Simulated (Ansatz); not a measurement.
# Mg16O: the cost of one run

Computed with Ansatz 0.2.0 (DFT PBE, scalar-relativistic, plane waves, PAW, unless a step's input says otherwise).

25 further runs of the same task are left out: 1 that didn't finish, 24 set aside as unsound or not needed.

### Step 1. The structure to begin with

The structure is monoclinic, space group Cm (No. 8). Conventional cell: a = 11.120 Å, b = 6.420 Å, c = 24.715 Å, α = 90.00°, β = 90.00°, γ = 90.00°. Mg (site symmetry m) has 9 Mg at 3.17 to 3.21 Å as nearest neighbours. Mg (site symmetry 1) is surrounded by 9 Mg at 3.17 to 3.21 Å. Mg (site symmetry m) is surrounded by 12 Mg at 3.14 to 3.21 Å. Mg (site symmetry 1) has 12 Mg at 3.14 to 3.21 Å as nearest neighbours. Only part of the 13 independent sites is listed.

Coordinates:

```cif
data_structure
_symmetry_space_group_name_H-M 'P 1'
_symmetry_Int_Tables_number 1
_cell_length_a 6.4201
_cell_length_b 6.4201
_cell_length_c 24.7148
_cell_angle_alpha 90.000
_cell_angle_beta 90.000
_cell_angle_gamma 120.000
_cell_volume 882.22
loop_
_atom_site_label
_atom_site_type_symbol
_atom_site_fract_x
_atom_site_fract_y
_atom_site_fract_z
_atom_site_occupancy
Mg1 Mg 0.33333 0.16667 0.16185 1
Mg2 Mg 0.33333 0.66667 0.16185 1
Mg3 Mg 0.83333 0.16667 0.16185 1
Mg4 Mg 0.83333 0.66667 0.16185 1
Mg5 Mg 0.16667 0.33333 0.26579 1
Mg6 Mg 0.16667 0.83333 0.26579 1
Mg7 Mg 0.66667 0.33333 0.26579 1
Mg8 Mg 0.66667 0.83333 0.26579 1
Mg9 Mg 0.33333 0.16667 0.36828 1
Mg10 Mg 0.33333 0.66667 0.36828 1
Mg11 Mg 0.83333 0.16667 0.36828 1
Mg12 Mg 0.83333 0.66667 0.36828 1
Mg13 Mg 0.16667 0.33333 0.47400 1
Mg14 Mg 0.16667 0.83333 0.47400 1
Mg15 Mg 0.66667 0.33333 0.47400 1
Mg16 Mg 0.66667 0.83333 0.47400 1
O1 O 0.55556 0.94444 0.52903 1
```

This is the geometry of the first run shown, built on a cell relaxed beforehand with the same method.

### Step 2. The scan

Atoms count from 1 in the order of the input.

O is moved along a line over the surface and along the normal, above a rigid substrate.

The axes are (1) position of O17 along the long diagonal of the hexagonal surface cell, from above Mg13: 9 values from 0.00 to 4.94 Å, periodic; (2) height of O17 above the plane of Mg13: 8 values from 0.49 to 3.83 Å.

Nothing else is relaxed. Points are written as (first, second).

### Step 3. Grid point (4.32 Å, 1.36 Å)

The cell repeats along c, and a dipole correction in the vacuum removes the field between the copies.

Contents of input.yaml:

```yaml
crystal:
  lattice:
    - [6.4201385705, 0.0, 0.0]
    - [-3.2100692852, 5.5600030979, 0.0]
    - [0.0, 0.0, 24.7147783802]
  atoms:
    - { symbol: Mg, position: [0.3333333333, 0.1666666667, 0.1618464847] }
    - { symbol: Mg, position: [0.3333333333, 0.6666666667, 0.1618464847] }
    - { symbol: Mg, position: [0.8333333333, 0.1666666667, 0.1618464847] }
    - { symbol: Mg, position: [0.8333333333, 0.6666666667, 0.1618464847] }
    - { symbol: Mg, position: [0.1666666667, 0.3333333333, 0.2657906286] }
    - { symbol: Mg, position: [0.1666666667, 0.8333333333, 0.2657906286] }
    - { symbol: Mg, position: [0.6666666667, 0.3333333333, 0.2657906286] }
    - { symbol: Mg, position: [0.6666666667, 0.8333333333, 0.2657906286] }
    - { symbol: Mg, position: [0.3333333333, 0.1666666667, 0.3682830748] }
    - { symbol: Mg, position: [0.3333333333, 0.6666666667, 0.3682830748] }
    - { symbol: Mg, position: [0.8333333333, 0.1666666667, 0.3682830748] }
    - { symbol: Mg, position: [0.8333333333, 0.6666666667, 0.3682830748] }
    - { symbol: Mg, position: [0.1666666667, 0.3333333333, 0.4739989249] }
    - { symbol: Mg, position: [0.1666666667, 0.8333333333, 0.4739989249] }
    - { symbol: Mg, position: [0.6666666667, 0.3333333333, 0.4739989249] }
    - { symbol: Mg, position: [0.6666666667, 0.8333333333, 0.4739989249] }
    - { symbol: O, position: [0.5555555556, -0.0555555556, 0.5290267296] }
basis:
  ecutwfc: 420
kpoints:
  mp_grid: { grid: [6, 6, 1] }
hamiltonian:
  xc: pbe
scf:
  occupations: { method: gaussian, width: 0.1 }
output:
  forces: true
  eigenvalues: true
efield:
  axis: 3
  dipole_correction: true
  ramp_width: 0.04
```

Run with:

```sh
$ ansatz run input.yaml --threads 4 --pin off --max-ram 12288MiB --backend cpu --events-out ev --progress --plain --runs-dir out
```

Q: Estimate wall time and peak memory on 4 threads of Arm Neoverse V2, shared host.

About 19 s, with a peak of 2.2 GiB.
